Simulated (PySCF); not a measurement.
**Si²⁺: ionisation energy in aug-cc-pV(5+d)Z**

Each state of silicon is computed at each level; their differences give the ionisation energy. How far do the methods differ?

Method: unrestricted determinants in a Gaussian basis, no spin-orbit coupling in the energies. Code: PySCF 2.14.0.

## Step 1: The system

```
Element                                   : silicon (Z = 14)
Basis                                     : aug-cc-pV(5+d)Z (8s7p6d4f3g2h, 136 functions)
Hamiltonian                               : no relativity, point nucleus
State 1                                   : Si²⁺: [Ne] 3s2, closed-shell 1S
Needed too, but not shown                 : Si⁺ [Ne] 3s2 3p1 (2P)
Methods                                   : UHF, LDA, PBE, PBE0, r2SCAN, CAM-B3LYP, B2PLYP, r2SCANh, MP2
Core shells frozen in the correlated runs : valence: [Ne] (for Si²⁺)
```

Outer shells as boxes (Hund's rule):

Si2+ [Ne] 3s2
```
[Ne] core
3s [↑↓]
```

The runs were made by one driver on top of PySCF. The scripts below sum up each run's settings (the driver also hands on starting orbitals that pick excited configurations, and frozen orbitals as a list rather than a count), and the logs come from the driver's own runs. The driver starts from symmetry-adapted Hartree-Fock orbitals, holds the occupation by maximum overlap and uses a logarithmic radial grid for functionals, so a plain start would take other cycles.

The integrals over 136 functions and the set-up took 6 s of CPU time.

## Step 2: Si²⁺: the ladder of methods

**UHF**

input.py

```python
from pyscf import gto, scf, dft, mp, cc
import basis_set_exchange as bse
mol = gto.M(atom="Si 0 0 0", charge=2, spin=0, symmetry="D2h",
            basis=gto.basis.parse(bse.get_basis("aug-cc-pV(5+d)Z", elements=["Si"], fmt="nwchem")))
mf = scf.UHF(mol)
mf.irrep_nelec = {'Ag': (3, 3), 'B1u': (1, 1), 'B2u': (1, 1), 'B3u': (1, 1)}
mf.kernel()
```

**LDA**

input.py, as changed from the run before:

```diff
@@ -4,3 +4,3 @@
             basis=gto.basis.parse(bse.get_basis("aug-cc-pV(5+d)Z", elements=["Si"], fmt="nwchem")))
-mf = scf.UHF(mol)
+mf = dft.UKS(mol, xc="LDA,VWN")
 mf.irrep_nelec = {'Ag': (3, 3), 'B1u': (1, 1), 'B2u': (1, 1), 'B3u': (1, 1)}
```

**PBE**

input.py, as changed from the run before:

```diff
@@ -4,3 +4,3 @@
             basis=gto.basis.parse(bse.get_basis("aug-cc-pV(5+d)Z", elements=["Si"], fmt="nwchem")))
-mf = dft.UKS(mol, xc="LDA,VWN")
+mf = dft.UKS(mol, xc="PBE")
 mf.irrep_nelec = {'Ag': (3, 3), 'B1u': (1, 1), 'B2u': (1, 1), 'B3u': (1, 1)}
```

**PBE0**

input.py, as changed from the run before:

```diff
@@ -4,3 +4,3 @@
             basis=gto.basis.parse(bse.get_basis("aug-cc-pV(5+d)Z", elements=["Si"], fmt="nwchem")))
-mf = dft.UKS(mol, xc="PBE")
+mf = dft.UKS(mol, xc="PBE0")
 mf.irrep_nelec = {'Ag': (3, 3), 'B1u': (1, 1), 'B2u': (1, 1), 'B3u': (1, 1)}
```

**r2SCAN**

input.py, as changed from the run before:

```diff
@@ -4,3 +4,3 @@
             basis=gto.basis.parse(bse.get_basis("aug-cc-pV(5+d)Z", elements=["Si"], fmt="nwchem")))
-mf = dft.UKS(mol, xc="PBE0")
+mf = dft.UKS(mol, xc="R2SCAN")
 mf.irrep_nelec = {'Ag': (3, 3), 'B1u': (1, 1), 'B2u': (1, 1), 'B3u': (1, 1)}
```

**CAM-B3LYP**

input.py, as changed from the run before:

```diff
@@ -4,3 +4,3 @@
             basis=gto.basis.parse(bse.get_basis("aug-cc-pV(5+d)Z", elements=["Si"], fmt="nwchem")))
-mf = dft.UKS(mol, xc="R2SCAN")
+mf = dft.UKS(mol, xc="CAMB3LYP")
 mf.irrep_nelec = {'Ag': (3, 3), 'B1u': (1, 1), 'B2u': (1, 1), 'B3u': (1, 1)}
```

**B2PLYP**

input.py, as changed from the run before:

```diff
@@ -4,3 +4,3 @@
             basis=gto.basis.parse(bse.get_basis("aug-cc-pV(5+d)Z", elements=["Si"], fmt="nwchem")))
-mf = dft.UKS(mol, xc="CAMB3LYP")
+mf = dft.UKS(mol, xc="0.53*HF + 0.47*B88, 0.73*LYP")
 mf.irrep_nelec = {'Ag': (3, 3), 'B1u': (1, 1), 'B2u': (1, 1), 'B3u': (1, 1)}
```

**r2SCANh**

input.py, as changed from the run before:

```diff
@@ -4,3 +4,3 @@
             basis=gto.basis.parse(bse.get_basis("aug-cc-pV(5+d)Z", elements=["Si"], fmt="nwchem")))
-mf = dft.UKS(mol, xc="0.53*HF + 0.47*B88, 0.73*LYP")
+mf = dft.UKS(mol, xc="HYB_MGGA_XC_R2SCANH")
 mf.irrep_nelec = {'Ag': (3, 3), 'B1u': (1, 1), 'B2u': (1, 1), 'B3u': (1, 1)}
```

**MP2 (valence)**

```python
from pyscf import gto, scf, dft, mp, cc
import basis_set_exchange as bse
mol = gto.M(atom="Si 0 0 0", charge=2, spin=0, symmetry="D2h",
            basis=gto.basis.parse(bse.get_basis("aug-cc-pV(5+d)Z", elements=["Si"], fmt="nwchem")))
mf = scf.UHF(mol)
mf.irrep_nelec = {'Ag': (3, 3), 'B1u': (1, 1), 'B2u': (1, 1), 'B3u': (1, 1)}
mf.kernel()
mp.UMP2(mf, frozen=5).kernel()
```

**Question.** What will these runs give?

The runs gave:

```
              quantity                                                  value
ionisation energy, Si⁺  UHF 15.847, MP2 (valence) 16.153 eV; reference 16.322
```

Accuracy by level (over 1 difference):

```tsv
method	mean absolute miss against the measured value (with the measured fine structure taken into account where it is known) (eV)
UHF	0.475
LDA	0.049
PBE	0.091
PBE0	0.115
r2SCAN	0.214
CAM-B3LYP	0.083
B2PLYP	0.062
r2SCANh	0.210
MP2 (valence)	0.169
SCS-MP2 (valence)	0.175
```

In words: LDA lands nearest to the measured value (off by 0.05 eV), level with B2PLYP; UHF misses by most (0.47 eV). Hartree-Fock falls short because the species with more electrons holds more correlation energy, which it lacks. PBE is off by +0.09 eV. The basis is finite, and no extrapolation was made.
